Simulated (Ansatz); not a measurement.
# C₂HGa (triplet): trial inputs and their diagnosis

4 inputs are run for C₂HGa (triplet) as typed; the log has to tell whether the result can be used and what must change.

The runs use Ansatz 0.2.0, Gaussian basis; the settings change from run to run.

26 further runs of the same task are left out: 3 for a known fault of the program, 7 that didn't finish, 16 set aside as unsound or not needed.

## (1) The system

The geometry is a PBE0/def2-TZVP stationary point (not a proven minimum). No spin-orbit coupling is included. The filled d shell of Ga may be among the frozen orbitals whatever the setting's name suggests; the logs give the count.

4 atoms, charge 0, spin multiplicity 3.

Atoms are counted from 1 here; the program's logs count them from 0.

Bond lengths: C1–C2 1.234 Å, C2–Ga3 1.932 Å, Ga3–H4 1.589 Å. Angles: C1–C2–Ga3 153.4°, C2–Ga3–H4 118.5°.

## (2) Input 1

in.yaml

```yaml
crystal:
  periodic: [false, false, false]
  atoms:
    - {symbol: C, position_ang: [0.300000, 0.577658, 1.282178]}
    - {symbol: C, position_ang: [0.000000, 0.277658, 1.282178]}
    - {symbol: Ga, position_ang: [0.000000, -0.051396, -0.621976]}
    - {symbol: H, position_ang: [0.000000, 1.195550, -1.607336]}
basis:
  gaussian: {orbitals: cc-pVDZ}
magnetization: {spin_polarized: true, initial_magnetization: 2}
correlation: {method: ccsd_t, electrons: outside_noble_gas}
accuracy: high
```

Started as:

```
ansatz run in.yaml --threads 1 --pin off --events-out ev --progress --plain --max-ram 2393MiB
```

What it wrote, cut to the lines that bear on the results:

```text
Functional definition: HF
  name "HF"
  cite "Fock, Z. Phys. 61, 126 (1930) doi:10.1007/BF01340294"
  parent pbe
[...]
1244 factors; integrals over basis functions are off by at most 4.4e-9 eV
[...]
mean field -54200.30717710 eV, -1991.8245504706 hartree, gradient 2.5e-8 eV, S^2 2.007141; 2 other end points of the search recorded, 0 dependent functions left out
determinant -54200.30717710 eV, -1991.8245504706 hartree, with singles and doubles -54205.66565851 eV, -1992.0214710305 hartree
determinant -54198.22387751 eV, -1991.7479906230 hartree, with singles and doubles -54203.78057822 eV, -1991.9521956074 hartree
16 core orbitals not correlated, not the lowest: weight in the atoms' cores, before any rotation towards them, 0.603 or more for the frozen orbitals, at most 0.425 for the correlated occupied ones
reference -54200.30717710 eV, -1991.8245504706 hartree; 7, 5 occupied and 37, 39 virtual orbitals, 1244 factors
second order -4.60594697 eV of doubles, -0.00000000 eV of singles
cycle   1  -5.35849796 eV  change   -1.7e-5 eV  update   5.0e-4
[...]
cycle  19  -5.35861978 eV  change  -4.6e-10 eV  update  7.5e-10
perturbative correction -0.10679265 eV, -0.0039245576 hartree
Total energy: -54205.77258953 eV, -1992.0254006730 hartree
```

It took 4.1 s on 1 thread of Intel Xeon 6975P-C, shared host; peak memory 0.26 GiB.

**Diagnosis.** The run converged, which proves nothing about the input. One atom lies on top of another. The shortest distance is 0.42 Å, against 1.23 Å in the geometry of step 1. Its energy belongs to another geometry. Fix: restore its position.

## (3) Input 2

in.yaml

```yaml
crystal:
  periodic: [false, false, false]
  atoms:
    - {symbol: C, position_ang: [0.000000, -0.079629, 2.463328]}
    - {symbol: C, position_ang: [0.000000, 0.277658, 1.282178]}
    - {symbol: Ga, position_ang: [0.000000, -0.051396, -0.621976]}
    - {symbol: H, position_ang: [0.000000, 1.195550, -1.607336]}
basis:
  gaussian: {orbitals: STO-3G}
magnetization: {spin_polarized: false, initial_magnetization: 3}
correlation: {method: sc_nevpt2, electrons: all, active_space: {window: {electrons: 2, orbitals: 3}, states: [{multiplicity: 3, weights: [1, 1]}]}}
output: {forces: true}
```

Launched as before.

What it wrote:

```text
Error: a molecule whose nuclei and cores have a total charge of 44 cannot have a net charge of 0 together with 3 unpaired electrons
```

Wall time 0.03 s (1 thread of Intel Xeon 6975P-C, shared host).

**Diagnosis.** The run was refused. The number of unpaired electrons doesn't fit the electron count. Cure: make charge and initial_magnetization agree.

## (4) Input 3

in.yaml

```yaml
crystal:
  periodic: [false, false, false]
  atoms:
    - {symbol: C, position_ang: [0.000000, -0.079629, 2.463328]}
    - {symbol: C, position_ang: [0.000000, 0.277658, 1.282178]}
    - {symbol: Ga, position_ang: [0.000000, -0.051396, -0.621976]}
    - {symbol: H, position_ang: [0.000000, 1.195550, -1.607336]}
basis:
  gaussian: {orbitals: STO-3G}
magnetization: {spin_polarized: false, initial_magnetization: 2}
correlation: {active_space: {window: {electrons: 4, orbitals: 4}, states: [{multiplicity: 3, irrep: 12, weights: [1]}]}}
```

Same command.

What it wrote:

```text
Functional definition: HF
  name "HF"
  cite "Fock, Z. Phys. 61, 126 (1930) doi:10.1007/BF01340294"
  parent pbe
  exchange = exact_x
  correlation = 0
the irreps are read with x along [0.000, 1.000, 0.000], y along [0.000, 0.000, 1.000] and z along [1.000, 0.000, 0.000] of the geometry given
416 factors; integrals over basis functions are off by at most 4.3e-8 eV
mean field evaluation 1: about -53762.7523 eV, gradient 4.3e1 eV
mean field evaluation 2: about -53762.7738 eV, gradient 4.3e1 eV
mean field evaluation 4: about -53768.3862 eV, gradient 7.5e0 eV
mean field evaluation 8: about -53769.7283 eV, gradient 8.1e0 eV
mean field evaluation 16: about -53773.3984 eV, gradient 2.5e-1 eV
mean field evaluation 32: about -53771.2247 eV, gradient 4.7e-2 eV
mean field evaluation 64: about -53771.2227 eV, gradient 2.4e-6 eV
mean field evaluation 96: about -53773.4023 eV, gradient 7.0e-2 eV
mean field evaluation 128: about -53769.6888 eV, gradient 7.0e0 eV
mean field evaluation 160: about -53773.3882 eV, gradient 1.1e-1 eV
mean field evaluation 192: about -53772.9545 eV, gradient 6.1e0 eV
mean field evaluation 224: about -53773.6188 eV, gradient 7.4e-2 eV
mean field evaluation 256: about -53773.6126 eV, gradient 4.0e-1 eV
mean field evaluation 288: about -53773.6269 eV, gradient 1.3e-2 eV
mean field evaluation 320: about -53770.1629 eV, gradient 1.1e1 eV
mean field -53773.62919448 eV, -1976.1444238222 hartree, gradient 1.9e-6 eV, S^2 2.000000; 25 other end points of the search recorded, 0 dependent functions left out
reference -53773.62919448 eV, -1976.1444238222 hartree; 23, 21 occupied and 6, 8 virtual orbitals, 416 factors
Error: the irrep 12 is not accepted for these orbitals, which take A', A'', or 1 to 2
```

Wall time 2.4 s (1 thread of Intel Xeon 6975P-C, shared host).

**Diagnosis.** The run stopped with an error. The symmetry label isn't in the molecule's group. To mend it, name an irrep that the log lists.

## (5) Input 4

in.yaml

```yaml
crystal:
  periodic: [false, false, false]
  atoms:
    - {symbol: C, position_ang: [0.300000, 0.277658, 1.332178]}
    - {symbol: C, position_ang: [0.000000, 0.277658, 1.282178]}
    - {symbol: Ga, position_ang: [0.000000, -0.051396, -0.621976]}
    - {symbol: H, position_ang: [0.000000, 1.195550, -1.607336]}
basis:
  gaussian: {orbitals: cc-pVDZ}
magnetization: {spin_polarized: false, initial_magnetization: 2}
correlation: {method: bccd_t, electrons: outside_noble_gas}
accuracy: high
```

Same command.

What it wrote, cut to the lines that bear on the results:

```text
Functional definition: HF
  name "HF"
  cite "Fock, Z. Phys. 61, 126 (1930) doi:10.1007/BF01340294"
  parent pbe
[...]
1206 factors; integrals over basis functions are off by at most 4.4e-9 eV
[...]
mean field -53967.54978017 eV, -1983.2708739023 hartree, gradient 2.3e-8 eV, S^2 2.000000; 4 other end points of the search recorded, 0 dependent functions left out
[...]
determinant -53967.54978017 eV, -1983.2708739023 hartree, with singles and doubles -53972.37659684 eV, -1983.4482561431 hartree
determinant -53966.25017937 eV, -1983.2231144537 hartree, with singles and doubles -53971.29714900 eV, -1983.4085871666 hartree
16 core orbitals not correlated, not the lowest: weight in the atoms' cores, before any rotation towards them, 0.953 or more for the frozen orbitals, at most 0.058 for the correlated occupied ones
reference -53967.54978017 eV, -1983.2708739023 hartree; 7, 5 occupied and 37, 39 virtual orbitals, 1206 factors
second order -4.11589758 eV of doubles, -0.02370241 eV of singles
cycle   1  -4.82691874 eV  change   -1.0e-4 eV  update   5.0e-3
[...]
cycle  23  -4.82553192 eV  change  -1.9e-10 eV  update   1.4e-9
perturbative correction -0.08650797 eV, -0.0031791094 hartree
Total energy: -53972.46182007 eV, -1983.4513880390 hartree
```

Wall time 6 s (1 thread of Intel Xeon 6975P-C, shared host); peak memory 0.31 GiB.

What is wrong: The run converged, which proves nothing about the input. One atom lies on top of another. The shortest distance is 0.30 Å, against 1.23 Å in the geometry of step 1. Its energy belongs to another geometry. Fix: restore its position.

## (6) Summary

```tsv
input	level	ended	cause	time
1	CCSD(T) on UHF/cc-pVDZ	converged	one atom lies on top of another	4.1 s
2	NEVPT2(2,3)/STO-3G	refused	the number of unpaired electrons doesn't fit the electron count	0.03 s
3	CASSCF(4,4)/STO-3G	stopped by an error	the symmetry label isn't in the molecule's group	2.4 s
4	BCCD(T) on ROHF/cc-pVDZ	converged	one atom lies on top of another	6 s
```

2 converged, 1 refused, 1 stopped by an error. The input that converges on a wrong geometry or spin is the dangerous one: no error points at it, so geometry and ⟨S²⟩ have to be checked.
